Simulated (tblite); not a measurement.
# C5H5Cl3F: the cost of one run

Computed with tblite 0.8.0 and PySCF 2.14.0, with density-fitted response routines of our own, on a single molecule in the gas phase. Atoms count from 0, in the outputs and in this text.

**1. Starting geometry**

14 atoms, charge 0, multiplicity 2; geometry from: force field or distance geometry start.

Bonds of the start (Å): C0–C1 1.48, C1–C2 1.36, C2–C3 1.50, C3–F4 1.39, C3–C5 1.51, C5–Cl6 1.80, C5–Cl7 1.77, C5–Cl8 1.79, C0–H9 1.11, C0–H10 1.11, C0–H11 1.11, C1–H12 1.07, C2–H13 1.08.

**2. Optimising the geometry with GFN2-xTB**

Job settings and geometry (Å):

```
{"job": {"kind": "relax", "xc": "GFN2-xTB", "basis": "xTB"}, "charge": 0, "multiplicity": 2}
C     -2.387600     0.389900    -0.030900
C     -1.082600    -0.023600    -0.597700
C     -0.056400    -0.375500     0.227200
C      1.200900    -0.766000    -0.492700
F      1.478300    -2.047800    -0.019800
C      2.249000     0.178800     0.054200
Cl     2.287700    -0.117700     1.827400
Cl     3.818800    -0.242700    -0.656400
Cl     1.788000     1.876100    -0.281500
H     -2.321600     0.522300     1.072400
H     -3.193900    -0.336400    -0.284400
H     -2.696000     1.360700    -0.478400
H     -0.939700    -0.055300    -1.660200
H     -0.145500    -0.363200     1.298800
```

Launch:

```
> OMP_NUM_THREADS=1 python probes_run.py task.json out
```

The driver reads the jobs from task.json and runs them one after another.

**Question.** How long does this first job take on 1 thread of Arm Neoverse V2, shared host?

About 1 s.
